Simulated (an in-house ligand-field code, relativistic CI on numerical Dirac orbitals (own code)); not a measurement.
**d2 in a ligand field: terms for several parameter sets**

Aim: the terms of a d2 shell from Racah B and C, spin-orbit ζ and the field, by exact diagonalisation.

Program: an in-house ligand-field code version 1. Level of theory: parametric ligand-field model of a d^n configuration (Racah B and C, spin-orbit zeta, crystal field), exact diagonalisation. These are calculated values, not measurements, unless marked.

## (1) What is computed

```
shell        : d2
set 1 (cm⁻¹) : B = 1080, C = 4100, ζ = 2000, Oh, 10Dq = 23200
set 2 (cm⁻¹) : B = 1130, C = 5520, ζ = 3900, Oh, 10Dq = 12750
set 3 (cm⁻¹) : B = 670, C = 3370, ζ = 2650, Oh, 10Dq = 36600
set 4 (cm⁻¹) : B = 600, C = 2370, ζ = 880, Td, 10Dq = -10550
set 5 (cm⁻¹) : B = 560, C = 2630, ζ = 1750, Oh, 10Dq = 27500
set 6 (cm⁻¹) : B = 590, C = 2390, ζ = 420, Oh, 10Dq = 19850
set 7 (cm⁻¹) : B = 460, C = 2060, ζ = 430, Oh, 10Dq = 33250
set 8 (cm⁻¹) : B = 1030, C = 3980, ζ = 3700, Td, 10Dq = -10150
```

## (2) Set 1

Settings, as recorded:

```ini
n = 2
racah_B = 1080  # cm-1
racah_C = 4100  # cm-1
zeta = 2000  # cm-1
symmetry = Oh
field = {"10Dq": 23200}  # cm-1
```

## (3) Set 2

Settings, as recorded:

```ini
n = 2
racah_B = 1130  # cm-1
racah_C = 5520  # cm-1
zeta = 3900  # cm-1
symmetry = Oh
field = {"10Dq": 12750}  # cm-1
```

## (4) Set 3

Settings, as recorded:

```ini
n = 2
racah_B = 670  # cm-1
racah_C = 3370  # cm-1
zeta = 2650  # cm-1
symmetry = Oh
field = {"10Dq": 36600}  # cm-1
```

## (5) Set 4

Settings, as recorded:

```ini
n = 2
racah_B = 600  # cm-1
racah_C = 2370  # cm-1
zeta = 880  # cm-1
symmetry = Td
field = {"10Dq": -10550}  # cm-1
```

## (6) Set 5

Settings, as recorded:

```ini
n = 2
racah_B = 560  # cm-1
racah_C = 2630  # cm-1
zeta = 1750  # cm-1
symmetry = Oh
field = {"10Dq": 27500}  # cm-1
```

## (7) Set 6

Settings, as recorded:

```ini
n = 2
racah_B = 590  # cm-1
racah_C = 2390  # cm-1
zeta = 420  # cm-1
symmetry = Oh
field = {"10Dq": 19850}  # cm-1
```

## (8) Set 7

Settings, as recorded:

```ini
n = 2
racah_B = 460  # cm-1
racah_C = 2060  # cm-1
zeta = 430  # cm-1
symmetry = Oh
field = {"10Dq": 33250}  # cm-1
```

## (9) Set 8

Settings, as recorded:

```ini
n = 2
racah_B = 1030  # cm-1
racah_C = 3980  # cm-1
zeta = 3700  # cm-1
symmetry = Td
field = {"10Dq": -10150}  # cm-1
```

(Steps that only read results are left out.)

What does the calculation give? Wanted: lowest spin-orbit levels.

As calculated:

| set | 10Dq/B (size) | lowest | S | electrons in z² and x²-y² | next level (cm⁻¹) |
| --- | --- | --- | --- | --- | --- |
| 1: Oh | 21.5 | E | 0.99 | 0.06 | T2 270 |
| 2: Oh | 11.3 | E | 0.98 | 0.23 | T2 1173 |
| 3: Oh | 54.6 | E | 0.98 | 0.03 | T2 207 |
| 4: Td | 17.6 | T2 | 1.00 | 1.98 | E 8630 |
| 5: Oh | 49.1 | E | 0.99 | 0.03 | T2 132 |
| 6: Oh | 33.6 | E | 1.00 | 0.02 | T2 14 |
| 7: Oh | 72.3 | E | 1.00 | 0.01 | T2 6.87 |
| 8: Td | 9.9 | T2 | 0.98 | 1.75 | E 6725 |

```
                quantity                                             value
lowest spin-orbit levels  1: E, 2: E, 3: E, 4: T2, 5: E, 6: E, 7: E, 8: T2
```

What this shows: 8 of 8 sets have the highest spin that their shell allows, S = 1. A negative 10Dq stands for a tetrahedral field. With spin-orbit coupling the labels are those of spin-orbit levels, not of terms, and S is an average from the expectation value of its square. B, C and the field are free parameters here, not those of a compound.
